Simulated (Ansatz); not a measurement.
# Si₂GeH (quartet): the correlation ladder, cc-pVDZ

One table from this session's results is given with a row withheld; the runs are named, their logs left out.

Computed with Ansatz 0.2.0, Gaussian basis. Level: cc-pVDZ, core rule «outside noble gas», up to 24 orbitals frozen.

The runs, in order: UHF; CCSD(T) on UHF; BCCD(T) on ROHF; CISD; CCSDT(Q) on ROHF; CCSDT(Q) on UHF.

31 further runs of the same task are left out: 19 that didn't finish, 12 set aside as unsound or not needed.

### The geometry

The geometry is a PBE0/def2-TZVP stationary point (not a proven minimum). No spin-orbit coupling is included. The filled d shell of Ge may be among the frozen orbitals whatever the setting's name suggests; the logs give the count.

4 atoms, charge 0, spin multiplicity 4.

Atoms are counted from 1 here; the program's logs count them from 0.

Bond lengths: Ge1–Si2 2.343 Å, Si2–Si3 2.244 Å, Si3–H4 1.654 Å. Angles: Ge1–Si2–Si3 169.0°, Si2–Si3–H4 53.0°.

Set-up of the first run:

File in.yaml:

```yaml
crystal:
  periodic: [false, false, false]
  atoms:
    - {symbol: Ge, position_ang: [0.000020, -0.248209, 2.585879]}
    - {symbol: Si, position_ang: [-0.000008, -0.469422, 0.253680]}
    - {symbol: Si, position_ang: [0.000029, -0.249426, -1.979811]}
    - {symbol: H, position_ang: [-0.000042, 0.967057, -0.859748]}
basis:
  gaussian: {orbitals: cc-pVDZ}
magnetization: {spin_polarized: true, initial_magnetization: 3}
hamiltonian: {xc: hf}
output: {orbitals: {seedname: orbitals}}
```

Command:

```console
ansatz run in.yaml --threads 1 --pin off --events-out ev --progress --plain --max-ram 2393MiB
```

Among the steps run: UHF; CCSD(T) on UHF; BCCD(T) on ROHF; CISD; CCSDT(Q) on ROHF; CCSDT(Q) on UHF.

One of the session's tables, all rows but one given; the rest of the session is left out.

| method | from UCCSDT(Q) (kJ/mol) |
| --- | --- |
| UHF | +722.4 |
| UMP2 | +159.0 |
| UCCSD | ? |
| UCCSD(T) | +9.6 |
| BCCD(T) | +9.7 |
| UCCSDT | +3.3 |
| UCCSDT(Q) | 0 |

Estimate the missing values for UCCSD.

As computed: from UCCSDT(Q) (kJ/mol): +44.8. In the column «from UCCSDT(Q) (kJ/mol)» it lies between BCCD(T) (+9.7) and UMP2 (+159.0).

Not comparable, so not listed: CISD; CCSDT(Q) on ROHF (they don't share determinant, frozen orbitals or solution with the rows shown, or repeat one).

With the free atoms at the same levels and basis (separate runs), the atomisation energy is 6.896 eV at UCCSDT(Q), 6.828 eV at UCCSD(T).
